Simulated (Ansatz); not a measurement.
# HfC+ (octet): from Hartree-Fock to the top rungs, def2-SVP

One table from this session's results is given with a row withheld; the runs are named, their logs left out.

Method: def2-SVP, core rule «outside noble gas», up to 5 orbitals frozen; program: Ansatz 0.2.0, Gaussian basis.

Plan: UHF; CCSD(T) on ROHF; CCSD(T) on UHF; CISD as a restricted active space (open shells left free, so some higher excitations enter); CCSDT(Q) on ROHF; CCSDT(Q) on UHF.

17 further runs of the same task are left out: 6 for a known fault of the program, 5 that didn't finish, 6 set aside as unsound or not needed. Runs told in other sessions of the task aren't counted.

### What is computed

The geometry is a PBE0/def2-TZVP stationary point (not a proven minimum) of the parent state, kept for this charge and spin. No spin-orbit coupling is included. Elements past krypton take def2 core potentials.

2 atoms, charge 1, spin multiplicity 8.

Atoms are counted from 1 here; the program's logs count them from 0.

Bond lengths: Hf1–C2 2.077 Å.

Set-up of the first run:

in.yaml reads:

```yaml
crystal:
  periodic: [false, false, false]
  atoms:
    - {symbol: Hf, position_ang: [0.000000, 0.000000, 0.000000]}
    - {symbol: C, position_ang: [0.000000, 0.000000, 2.077400]}
basis:
  gaussian: {orbitals: def2-SVP}
total_charge: 1
magnetization: {spin_polarized: true, initial_magnetization: 7}
hamiltonian: {xc: hf}
output: {orbitals: {seedname: orbitals}}
```

Started as:

```bash
ansatz run in.yaml --threads 1 --pin off --events-out ev --progress --plain --max-ram 2393MiB
```

Among the steps run: UHF; CCSD(T) on ROHF; CCSD(T) on UHF; CISD as a restricted active space (open shells left free, so some higher excitations enter); CCSDT(Q) on ROHF; CCSDT(Q) on UHF.

One table of the session follows, with a row left open; its other results are not shown here.

| method | from RCCSDT(Q) (meV) |
| --- | --- |
| ROHF | +1236.2 |
| UHF | +1133.1 |
| RMP2 | +295.3 |
| UMP2 | +197.8 |
| RCCSD | +21.1 |
| UCCSD | -73.5 |
| RCCSD(T) | +8.2 |
| UCCSD(T) | -85.6 |
| RCCSDT | +0.2 |
| UCCSDT | ? |
| RCCSDT(Q) | 0 |
| UCCSDT(Q) | -90.2 |

Q: Estimate the row for UCCSDT from the others.

The run gave: from RCCSDT(Q) (meV): -90.1. In the column «from RCCSDT(Q) (meV)» it lies between UCCSDT(Q) (-90.2) and UCCSD(T) (-85.6).

Not comparable, so not listed: CISD as a restricted active space (open shells left free, so some higher excitations enter) (they don't share determinant, frozen orbitals or solution with the rows shown, or repeat one).

Caveats from the session: Restricted and unrestricted rows rest on different reference determinants; a gap between their highest levels can come from leftover correlation error, from unlike frozen cores or from another state.
